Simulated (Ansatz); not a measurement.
## BClH3N, SMILES NBCl: the interaction energy of a dimer with the counterpoise correction, step by step

With Ansatz 0.2.0 through its Python package.

The cells in order, each with its output:

In [1]:
```python
import ansatz as az
```

In [2]:
```python
FIRST = [
    ("N", (-0.7131, -0.0452, -0.5271)),
    ("B", (0.3254, -0.1282, 0.513)),
    ("Cl", (0.4696, 1.1667, 1.8049)),
    ("H", (-0.5877, -0.8026, -1.1909)),
    ("H", (-0.5491, 0.8519, -1.1119)),
    ("H", (1.0551, -1.0424, 0.5121)),
]
SECOND = [
    ("N", (-1.4681, 5.1318, -1.6424)),
    ("B", (-0.5146, 5.3156, -0.5359)),
    ("Cl", (0.366, 3.8819, 0.196)),
    ("H", (-1.9087, 6.0199, -1.8597)),
    ("H", (-2.2834, 4.5065, -1.299)),
    ("H", (-0.3156, 6.396, -0.1342)),
]
```

In [3]:
```python
def energy(atoms, ghosts=()):
    molecule = az.Crystal.molecule()
    for symbol, xyz in atoms:
        molecule = molecule.atom(symbol, xyz)
    calc = (
        molecule.calculation()
        .basis(gaussian="def2-SVPD")
        .functional("hf")
    )
    deck = calc.input()
    if ghosts:
        deck = deck.set(az.key.basis.gaussian.ghost_atoms, [{"symbol": s, "position_ang": list(xyz)} for s, xyz in ghosts])
    return az.Session.from_dict(deck).plan().execute().report["free_energy_ev"]
```

In [4]:
```python
# monomers in their own basis and in the basis of the dimer
both = energy(FIRST + SECOND)
alone = energy(FIRST) + energy(SECOND)
ghosted = energy(FIRST, SECOND) + energy(SECOND, FIRST)
print(f"dimer {both:.6f} eV")
print(f"interaction, uncorrected   {23.060548 * (both - alone):8.3f} kcal/mol")
print(f"interaction, counterpoise  {23.060548 * (both - ghosted):8.3f} kcal/mol")
print(f"basis-set superposition    {23.060548 * (alone - ghosted):8.3f} kcal/mol")
```
```text
dimer -29401.801996 eV
interaction, uncorrected      2.765 kcal/mol
interaction, counterpoise     3.418 kcal/mol
basis-set superposition       0.653 kcal/mol
```

Uncorrected it is 2.765 kcal/mol, with the counterpoise correction 3.418 kcal/mol; the difference, 0.65 kcal/mol, is the superposition error. In this basis both values are repulsive.

What to keep in mind:
- Total energies depend on the basis set; only differences at equal settings carry meaning.
- The dimer is a generated trial pose of unrelaxed monomers, not a minimum, so the figure is no binding energy, and the basis set is small.
- Hartree-Fock leaves correlation out, so bond, atomisation and ionisation energies come out well too low.
- This level lacks the dispersion part of the attraction (electrostatics and induction are there), which can decide the sign where the interaction is weak.
- Hardware and time: 14 s on 1 thread of Arm Neoverse N1, with other jobs on the host, peak memory 0.47 GiB.

(Lines on the test bed's own set-up are left out of the output.)
